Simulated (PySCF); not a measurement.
# [TbBr2]+: other functionals and bases at one geometry

An exercise on one series of results from a longer session: the logs are not shown, and one member is left open.

The runs use PySCF 2.14.0; several levels, as the steps say, no spin–orbit coupling.

1 further run of the same task is left out (for a known fault of the program).

## Where the work starts

3 atoms, charge 1, spin multiplicity 1.

Bond lengths: Tb1–Br2 2.532 Å, Tb1–Br3 2.532 Å. Angles: Br2–Tb1–Br3 110.1°.

As a file:

```
Tb    0.0000    0.0000   -0.7762
Br    2.0756    0.0000    0.6741
Br   -2.0756    0.0000    0.6741
```

Formal oxidation states: Tb +3. Each metal's 8 4f electrons lie in its core potential, so multiplicities, spins and levels count the valence alone. An earlier session relaxed this geometry at PBE0, Tb lcecp-1-SVP with ECP54, Br def2-SVP (singlet, point group C2v).

At PBE0 on the finer grid: E = -5183.472092 Eh, HOMO -12.95 eV, LUMO -7.91 eV, Mulliken charge on Tb1 +1.26 e, largest force component 0.038 eV/Å. 

Levels to run: TPSS; BP86; PBE0, TZVP. Hardware: 2 threads of Intel Xeon Platinum 8259CL at 2.50GHz (Skylake/Cascade Lake), shared host.

Set-up of the first run:

File run.py (the lines that set the calculation):

```python
mol = gto.M(atom='''
Tb     0.00000     0.00000    -0.77621
Br     2.07563     0.00000     0.67405
Br    -2.07563     0.00000     0.67405''',
    basis={'Tb': 'lcecp-1-SVP', 'Br': 'def2-SVP'},
    ecp={'Tb': 'lcecp-1-SVP'},
    charge=1, spin=0)
mf = dft.RKS(mol, xc='TPSS')
mf.grids.atom_grid = (75, 302)  # f atoms: unpruned, at least (60, 302)
mf = mf.density_fit()  # fitting sets: Tb AutoAux, Br def2-universal-JKFIT
mf.conv_tol = 1e-08; mf.max_cycle = 55
mf.kernel(dm0)  # dm0: the density of the relaxed state
```

Started as:

```
$ OMP_NUM_THREADS=2 python run.py
```

Steps of the session up to this table: TPSS; BP86; PBE0, TZVP.

One table of the session follows, with a row left open; its other results are not shown here.

```
              level  HOMO (eV)  gap (eV)  charge on Tb1 (e)  dipole (D)  largest force component (eV/Å)
PBE0 (relaxed here)     -12.95      5.04               1.26        7.29                            0.04
               TPSS          ?         ?                  ?           ?                               ?
               BP86     -11.87      3.34               1.13        6.71                            0.24
         PBE0, TZVP     -12.89      5.08               1.53        7.16                            0.11
```

Estimate the missing values for TPSS.

The run gave: HOMO (eV): -11.86; gap (eV): 3.44; charge on Tb1 (e): 1.23; dipole (D): 7.01; largest force component (eV/Å): 0.29. In the column «HOMO (eV)» it is the highest.

The dipole of a charged species depends on the origin, so these sizes hold for this origin alone.

In one basis the HOMO–LUMO gap runs from 3.34 eV (BP86) to 5.04 eV (PBE0). The largest leftover force, 0.29 eV/Å with TPSS, stands at a geometry relaxed at another level. With 4f in the core, its levels are missing from HOMO and gap, and its count is fixed, so no charge can pass from the ligands into it. Total energies of different levels can't be compared.
